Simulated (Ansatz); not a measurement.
# K2Rb2: the cost of one run

Computed with Ansatz 0.2.0 (the levels named in each step, unless a step's input says otherwise).

## 1. The starting structure

Bond lengths: K1–Rb2 3.672 Å, K3–Rb4 3.676 Å.

As a file:

```xyz
4

K    -0.8444    1.1963   -4.1832
Rb    1.4916    1.8932   -1.4372
K    -1.7116    0.0381    3.8860
Rb   -0.3223   -2.4579    1.5731
```

## 2. A rough first relaxation, PBE-D4/def2-SVP

The input, input.yaml:

```yaml
crystal:
  periodic: [false, false, false]
  atoms:
    - { symbol: K, position_ang: [-0.84444, 1.19625, -4.18318] }
    - { symbol: Rb, position_ang: [1.49165, 1.8932, -1.43717] }
    - { symbol: K, position_ang: [-1.71164, 0.03812, 3.88596] }
    - { symbol: Rb, position_ang: [-0.32234, -2.45788, 1.57314] }
basis:
  gaussian: { orbitals: def2-SVP }
hamiltonian:
  xc: pbe
  dispersion: d4
relax:
  f_tol: 0.03
  max_steps: 200
```

Command:

```console
ansatz run input.yaml --threads 4 --pin off --max-ram 10240MiB --backend cpu --events-out ev --progress --plain --runs-dir out
```

**Question.** How long does this run take on 4 threads of Arm Neoverse V2, shared host, and how much memory does it need?

About 19 s, with a peak of 0.19 GiB.
